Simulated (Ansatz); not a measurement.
# CH5FSSi: one species, many methods

The task here is to estimate one member of a computed series from the others.

Method: functionals in def2-TZVPP, the program's frozen cores in correlated methods; program: Ansatz 0.2.0, Gaussian basis.

The runs, in order: LDA (SPW92), PBE-D4, revPBE-D4, BLYP-D4, r2SCAN-D4, B97M-V, PBE0-D4, B3LYP-D4, r2SCANh-D4, r2SCAN0-D4, HSE06-D4, BHLYP-D4, CAM-B3LYP-D4, LC-ωPBE, ωB97X-V, ωB97M-V, B2PLYP, PBE-QIDH; CCSD(T)/def2-SVP; CCSD(T)/def2-TZVPP; MP2/def2-QZVPP; extrapolation to the limit; RPA on PBE.

### The relaxed structure

An earlier PBE0-D4 in a triple-zeta def2 set relaxation fixed the geometry.

9 atoms, charge 0, spin multiplicity 1.

Atoms are counted from 1 here; the program's logs count them from 0.

Bond lengths: F1–C2 1.373 Å, C2–S3 1.802 Å, C2–H5 1.092 Å, C2–H6 1.092 Å, S3–Si4 2.139 Å, Si4–H7 1.483 Å, Si4–H8 1.483 Å, Si4–H9 1.487 Å. Angles: F1–C2–S3 112.7°, F1–C2–H5 108.1°, F1–C2–H6 108.6°, S3–C2–H5 110.6°, S3–C2–H6 106.5°, H5–C2–H6 110.4°, C2–S3–Si4 99.5°, S3–Si4–H7 105.6°, S3–Si4–H8 112.5°, S3–Si4–H9 108.8°, H7–Si4–H8 109.8°, H7–Si4–H9 110.9°, H8–Si4–H9 109.2°.

Set-up of the first run:

File in.yaml:

```yaml
crystal:
  periodic: [false, false, false]
  atoms:
    - {symbol: F, position_ang: [-1.766538, 1.012311, 0.457175]}
    - {symbol: C, position_ang: [-0.437963, 1.353791, 0.520368]}
    - {symbol: S, position_ang: [0.586552, 0.034263, 1.195245]}
    - {symbol: Si, position_ang: [0.527093, -1.334281, -0.448220]}
    - {symbol: H, position_ang: [-0.107530, 1.620168, -0.485583]}
    - {symbol: H, position_ang: [-0.329239, 2.205773, 1.194222]}
    - {symbol: H, position_ang: [1.594383, -2.327644, -0.179056]}
    - {symbol: H, position_ang: [-0.781211, -2.022527, -0.566913]}
    - {symbol: H, position_ang: [0.802954, -0.588156, -1.704337]}
basis:
  gaussian: {orbitals: def2-TZVPP}
hamiltonian: {xc: lda}
output: {orbitals: {seedname: orbitals}}
```

Launch:

```bash
$ ansatz run in.yaml --threads 2 --pin off --events-out ev --progress --plain --max-ram 4352MiB
```

Among the steps run: LDA; PBE-D4 (GGA); revPBE-D4 (GGA); BLYP-D4 (GGA); r2SCAN-D4 (meta-GGA); B97M-V (meta-GGA); PBE0-D4 (hybrid); B3LYP-D4 (hybrid); r2SCANh-D4 (hybrid); r2SCAN0-D4 (hybrid); HSE06-D4 (hybrid); BHLYP-D4 (hybrid); CAM-B3LYP-D4 (range-separated); LC-ωPBE (range-separated); ωB97X-V (range-separated); ωB97M-V (range-separated); B2PLYP (double hybrid); PBE-QIDH (double hybrid).

One table of the session follows, with a row left open; its other results are not shown here.

It belongs to the step «Orbital energies across the functionals». 

| functional | HOMO (eV) | gap (eV) |
| --- | --- | --- |
| LDA (SPW92) | -6.42 | 5.29 |
| PBE-D4 | -6.31 | 5.41 |
| revPBE-D4 | -6.26 | 5.46 |
| BLYP-D4 | -6.15 | 5.38 |
| r2SCAN-D4 | -6.58 | 6.00 |
| B97M-V | ? | ? |
| PBE0-D4 | -7.53 | 7.52 |
| B3LYP-D4 | -7.29 | 7.06 |
| r2SCANh-D4 | -7.03 | 6.77 |
| r2SCAN0-D4 | -7.71 | 7.91 |
| HSE06-D4 | -7.13 | 6.74 |
| BHLYP-D4 | -8.62 | 9.51 |
| CAM-B3LYP-D4 | -8.85 | 9.86 |
| LC-ωPBE | -10.24 | 12.42 |
| ωB97X-V | -9.88 | 11.93 |
| ωB97M-V | -9.72 | 11.48 |

**Question.** Estimate the row for B97M-V.

**Answer.** HOMO (eV): -6.72; gap (eV): 5.99. In the column «HOMO (eV)» it lies between r2SCANh-D4 (-7.03) and r2SCAN-D4 (-6.58).
